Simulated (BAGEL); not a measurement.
# singlet AlHSBr+ at 4 levels

Aim: a comparison of 4 runs (HF/cc-pVDZ, HF/6-31G*, B3LYP/cc-pVDZ, PBE0/cc-pVDZ) of singlet AlHSBr+. 

The results are computed with BAGEL 1.2.2.

3 further runs of the same task are left out: 1 for a known fault of the program, 1 that didn't finish, 1 set aside as unsound or not needed.

### Step 1. The system as given

The species is AlHSBr+ (4 atoms), meant as a singlet with charge +1. SMILES of the parent species: `[SH][Al][Br]`. The shape is that of a PBE0-D4/def2-TZVP optimisation. That shape belongs to the parent species and isn't relaxed for this state.

Bond lengths: S1–Al2 2.193 Å, Al2–Br3 2.270 Å, S1–H4 1.345 Å. Angles: S1–Al2–Br3 115.4°, Al2–S1–H4 93.0°.

### Step 2. The energy at HF/cc-pVDZ (density fitting with qzvpp-jkfit) (run 1)

File job.json:

```json
{ "bagel": [

{
  "title": "molecule",
  "basis": "cc-pvdz.json",
  "df_basis": "qzvpp-jkfit",
  "angstrom": true,
  "geometry": [
    { "atom": "S", "xyz": [    0.335000,    1.032000,   -0.766800 ] },
    { "atom": "Al", "xyz": [   -0.343200,   -0.500000,    0.648800 ] },
    { "atom": "Br", "xyz": [    0.369500,   -2.610800,    0.213000 ] },
    { "atom": "H", "xyz": [   -0.305700,    2.018500,   -0.115400 ] }
  ]
},
{
  "title": "hf",
  "charge": 1
},
{
  "title": "print",
  "file": "orbitals.molden",
  "orbitals": true
}

]}
```

The basis set cc-pVDZ is read from a file made from the Basis Set Exchange's data (not shown).

Started as:

```
BAGEL_NUM_THREADS=1 BAGEL job.json > job.out
```

The program printed:

```text
* using 1 threads per process

  ===============================================================
  ===============================================================

  *** Geometry ***

  { "atom" : "S", "xyz" : [      0.633058,      1.950197,     -1.449042 ] },
  { "atom" : "Al", "xyz" : [     -0.648554,     -0.944863,      1.226054 ] },
  { "atom" : "Br", "xyz" : [      0.698254,     -4.933697,      0.402512 ] },
  { "atom" : "H", "xyz" : [     -0.577689,      3.814412,     -0.218074 ] },

  Number of auxiliary basis functions:      540

  Since a DF basis is specified, we compute 2- and 3-index integrals:
    o Being stored without compression. Storage requirement is 0.020 GB

  Number of basis functions:       68
  Number of electrons      :       65

    * METHOD: MOLECULE                             0.26

  *** RHF ***

  === Nuclear Repulsion ===
   247.6600993597

      * DIIS with orbital gradients will be used.

  === RHF iteration (cc-pvdz.json) ===
      0      -3212.14646369          0.00893084           0.08
      1      -3212.19934680          0.00459874           0.07
      2      -3212.21030823          0.00091526           0.07
[... 11 lines of this table left out ...]
     14      -3212.21125692          0.00000000           0.07
    * SCF iteration converged.

    * Permanent dipole moment:
           (    1.489545,    -2.089601,    -1.567988) a.u.

    * METHOD: HF                                   1.32

    * METHOD: PRINT                                0.01

  ===============================================================
```

Run time: 1.7 s. Hardware: 1 thread of Arm Neoverse V1, shared host; peak memory 0.12 GiB.

### Step 3. A single-point energy at HF/6-31G(d) (density fitting with qzvpp-jkfit, spherical functions) (run 2)

File calc.json:

```json
{ "bagel" : [

{
  "title" : "molecule",
  "basis" : "6-31gs.json",
  "df_basis" : "qzvpp-jkfit",
  "angstrom" : true,
  "geometry" : [
    { "atom" : "S", "xyz" : [       0.335000,       1.032000,      -0.766800 ] },
    { "atom" : "Al", "xyz" : [      -0.343200,      -0.500000,       0.648800 ] },
    { "atom" : "Br", "xyz" : [       0.369500,      -2.610800,       0.213000 ] },
    { "atom" : "H", "xyz" : [      -0.305700,       2.018500,      -0.115400 ] }
  ]
},

{
  "title" : "hf",
  "charge" : 1
},

{
  "title" : "print",
  "file" : "orbitals.molden",
  "orbitals" : true
}

]}
```

The basis set 6-31G* is read from a file made from the Basis Set Exchange's data (not shown).

Started as:

```
BAGEL_NUM_THREADS=1 BAGEL calc.json > calc.out
```

The program printed:

```text
* using 1 threads per process

  ===============================================================
  ===============================================================

  *** Geometry ***

  { "atom" : "S", "xyz" : [      0.633058,      1.950197,     -1.449042 ] },
  { "atom" : "Al", "xyz" : [     -0.648554,     -0.944863,      1.226054 ] },
  { "atom" : "Br", "xyz" : [      0.698254,     -4.933697,      0.402512 ] },
  { "atom" : "H", "xyz" : [     -0.577689,      3.814412,     -0.218074 ] },

  Number of auxiliary basis functions:      540

  Since a DF basis is specified, we compute 2- and 3-index integrals:
    o Being stored without compression. Storage requirement is 0.021 GB

  Number of basis functions:       70
  Number of electrons      :       65

    * METHOD: MOLECULE                             0.29

  *** RHF ***

  === Nuclear Repulsion ===
   247.6600993597

      * DIIS with orbital gradients will be used.

  === RHF iteration (6-31gs.json) ===
      0      -3211.81554247          0.00923019           0.08
      1      -3211.87260168          0.00457719           0.08
      2      -3211.88336911          0.00098908           0.08
      3      -3211.88422904          0.00029592           0.08
      4      -3211.88431151          0.00008479           0.08
      5      -3211.88432601          0.00003396           0.08
      6      -3211.88432873          0.00001479           0.08
      7      -3211.88432933          0.00000451           0.08
      8      -3211.88432937          0.00000132           0.08
      9      -3211.88432938          0.00000048           0.08
     10      -3211.88432938          0.00000015           0.08
     11      -3211.88432938          0.00000005           0.08
     12      -3211.88432938          0.00000002           0.08
     13      -3211.88432938          0.00000001           0.08
    * SCF iteration converged.

    * Permanent dipole moment:
           (    1.536577,    -2.094555,    -1.634757) a.u.

    * METHOD: HF                                   1.33

    * METHOD: PRINT                                0.01

  ===============================================================
```

Run time: 1.8 s. Hardware: 1 thread of Arm Neoverse V1, shared host; peak memory 0.12 GiB.

Run 3 isn't shown in full; the table further down has it.

### Step 4. A single-point energy at PBE0/cc-pVDZ (density fitting with qzvpp-jkfit) (run 4)

File dft.json:

```json
{ "bagel" : [

{
  "title" : "molecule",
  "basis" : "cc-pvdz.json",
  "df_basis" : "qzvpp-jkfit",
  "angstrom" : true,
  "geometry" : [
    { "atom" : "S", "xyz" : [    0.335000,    1.032000,   -0.766800 ] },
    { "atom" : "Al", "xyz" : [   -0.343200,   -0.500000,    0.648800 ] },
    { "atom" : "Br", "xyz" : [    0.369500,   -2.610800,    0.213000 ] },
    { "atom" : "H", "xyz" : [   -0.305700,    2.018500,   -0.115400 ] }
  ]
},
{ "title" : "ks", "xc_func" : "pbe0", "charge" : 1 },
{ "title" : "print", "file" : "orbitals.molden", "orbitals" : true }

]}
```

The basis set cc-pVDZ is read from a file made from the Basis Set Exchange's data (not shown).

Started as:

```
BAGEL_NUM_THREADS=1 BAGEL dft.json > dft.out
```

The program printed:

```text
* using 1 threads per process

  ===============================================================
  ===============================================================

  *** Geometry ***

  { "atom" : "S", "xyz" : [      0.633058,      1.950197,     -1.449042 ] },
  { "atom" : "Al", "xyz" : [     -0.648554,     -0.944863,      1.226054 ] },
  { "atom" : "Br", "xyz" : [      0.698254,     -4.933697,      0.402512 ] },
  { "atom" : "H", "xyz" : [     -0.577689,      3.814412,     -0.218074 ] },

  Number of auxiliary basis functions:      540

  Since a DF basis is specified, we compute 2- and 3-index integrals:
    o Being stored without compression. Storage requirement is 0.020 GB

  Number of basis functions:       68
  Number of electrons      :       65

    * METHOD: MOLECULE                             0.27

  *** Kohn-Sham DFT ***

    * Removing 5856 points whose weight is below 1.00e-10
    * Grid points: 53768

  === Nuclear Repulsion ===
   247.6600993597

       - DIIS with orbital gradients will be used.

  === KS iteration (pbe0 / cc-pvdz.json) ===
      0      -3178.24165989          0.09288612           0.23
      1      -3017.65069040          0.21548298           0.19
      2      -3011.15101138          0.19440754           0.18
[... 16 lines of this table left out ...]
     19      -3214.57089117          0.00000000           0.18
    * SCF iteration converged.

    * Permanent dipole moment:
           (    1.257076,    -1.970894,    -1.264741) a.u.

    * METHOD: KS                                   3.92

    * METHOD: PRINT                                0.01

  ===============================================================
```

It took 4.5 s on 1 thread of Arm Neoverse V1, shared host; peak memory 0.24 GiB.

### Step 5. The series

| run | level | energy (Eh) | HOMO energy (eV) | LUMO energy (eV) | HOMO–LUMO gap (eV) | wall time |
| --- | --- | --- | --- | --- | --- | --- |
| 1 | HF/cc-pVDZ (density fitting with qzvpp-jkfit) | -3212.211257 | -16.12 | -7.44 | 8.68 | 1.7 s |
| 2 | HF/6-31G* (density fitting with qzvpp-jkfit, spherical functions) | -3211.884329 | -16.15 | -7.54 | 8.61 | 1.8 s |
| 3 | B3LYP/cc-pVDZ (density fitting with qzvpp-jkfit) | -3215.185361 | -13.16 | -10.38 | 2.78 | 4.5 s |
| 4 | PBE0/cc-pVDZ (density fitting with qzvpp-jkfit) | -3214.570891 | -13.44 | -10.19 | 3.25 | 4.5 s |

### Step 6. Results

| quantity | value |
| --- | --- |
| run 4: total energy | -3214.57089 Eh |
| run 4: HOMO energy | -13.44 eV |
| run 4: LUMO energy | -10.19 eV |
| run 4: HOMO–LUMO gap | 3.25 eV |

**Reading.** The HOMO–LUMO gap runs from 2.78 eV (B3LYP/cc-pVDZ) to 8.68 eV (HF/cc-pVDZ). Exact exchange widens orbital gaps. Totals of different functionals can't be ranked against each other. All runs together took 13 s, the longest 4.5 s.
